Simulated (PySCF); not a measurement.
# C3H6B2: the cost of one run

Programs: PySCF 2.14.0, with density-fitted response routines of our own. Each step states its level of theory. These are calculated values for one molecule in the gas phase, unless marked as measured. Atoms count from 0, in the outputs and in this text.

## 1. The molecule as given

11 atoms, charge 0, multiplicity 1; geometry from: GFN2-xTB. The atoms were then displaced at random by about 0.01 Å, so the start is not that level's minimum.

Bonds of the start (Å): B0–C1 1.57, C1–B2 1.57, B2–C3 1.56, C3–C4 1.17, B0–H5 1.17, B0–H6 1.16, C1–H7 1.08, C1–H8 1.10, B2–H9 1.16, C4–H10 1.05.

## 2. Geometry optimisation at PBE0-D3(BJ)/def2-SVP

What the job is given:

```
{"job": {"xc": "PBE0", "basis": "def2-SVP", "d3": "d3bj", "grid": 1, "shake": 0.01, "kind": "geom"}, "charge": 0, "multiplicity": 1}
B     -1.541610     0.050060     0.997990
C     -0.939550     0.480360    -0.382670
B      0.183490    -0.579420    -0.662660
C      1.647760    -0.274680    -0.236350
C      2.745000    -0.033490     0.085480
H     -1.147640     0.529360     1.988100
H     -2.424220    -0.706410     1.034000
H     -1.660690     0.434740    -1.180810
H     -0.512280     1.492760    -0.320790
H     -0.039970    -1.603660    -1.162140
H      3.727810     0.184540     0.394060
```

On the command line:

```sh
OMP_NUM_THREADS=1 python probes_run.py task.json out
```

This one command runs all jobs of the session in turn.

**Question.** How long does this first job take on 1 thread of Arm Neoverse N1, shared host, and how much memory does it need?

About 46 s, with a peak of 0.4 GiB.
